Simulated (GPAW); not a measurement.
Runs of GPAW 26.7.0 on GaF. Symmetry: Pm-3m, No. 221, cubic system. The conventional cell has a = 3.166 Å, b = 3.166 Å, c = 3.166 Å, α = 90.00°, β = 90.00°, γ = 90.00°. Ga (site symmetry m-3m) is surrounded by 8 F at 2.74 Å. F (site symmetry m-3m) is surrounded by 8 Ga at 2.74 Å. The cell was built by a generator and needn't be a form met in nature.

| task | level | potentials or basis | cell | k mesh | cutoff (eV) | maxiter | optimizer | fmax | max steps | convergence | gap on the mesh (eV) | pressure (GPa) | relaxed volume (Å³/atom) |
| --- | --- | --- | --- | --- | --- | --- | --- | --- | --- | --- | --- | --- | --- |
| relaxation of cell and atoms | RPBE+D3(BJ)+ATM | the program's PAW data sets (release 1.2.1) made for this functional, pw | relaxed | 8 × 8 × 8 | 800 | 150 | BFGS | 0.02 eV/Å | 60 | density=1e-05 forces=0.0001 | 0.72 | -0.1 | 16.69 |
| band structure | AM05 | PAW data sets generated in the run's folder for this functional, pw | as given | 8 × 8 × 8 | 800 | 150 | - | - | - | - | 0.26 | (c) | - |
| relaxation of cell and atoms | RPBE | the program's PAW data sets (release 1.2.1) made for this functional, pw | relaxed | 8 × 8 × 8 | 800 | 150 | BFGS | 0.02 eV/Å | 60 | density=1e-05 forces=0.0001 | 0.55 | 0.0 | 16.31 |
| band structure | PBE | GPAW PAW data sets (gpaw-data 1.2.1), pw | as given | 8 × 8 × 8 | 800 | 150 | - | - | - | - | 0.34 | (d) | - |
| band structure | LDA | the program's PAW data sets (release 1.2.1) made for this functional, pw | as given | 8 × 8 × 8 | 800 | 150 | - | - | - | - | (a) | -8.1 | - |
| band structure | vdW-DF2 | GPAW PAW data sets (gpaw-data 1.2.1), pw | as given | 8 × 8 × 8 | 800 | 150 | - | - | - | - | (b) | - | - |
| band structure | RPBE | the program's PAW data sets (release 1.2.1) made for this functional, pw | as given | 8 × 8 × 8 | 800 | 150 | - | - | - | - | 0.34 | 1.2 | - |

Alike in all rows: no spin polarisation; smearing fermi-dirac 0.05 eV.

Q: Fill in the values left out.

A: (a) 0.36; (b) 0.91; (c) -4.3; (d) -1.7.

Caveats: the data sets keep Ga 3d, Li 1s and Be 1s frozen, and some such compounds lay over 1.5 % in volume off other programs (some runs); later steps reuse the first step's grids (some runs); the PAW data sets were made with another functional, which shifts forces and pressure a little (some runs).

A k mesh can miss the band edges, and the runs leave out spin-orbit coupling on Ga.

Not every run made on this cell is shown here.
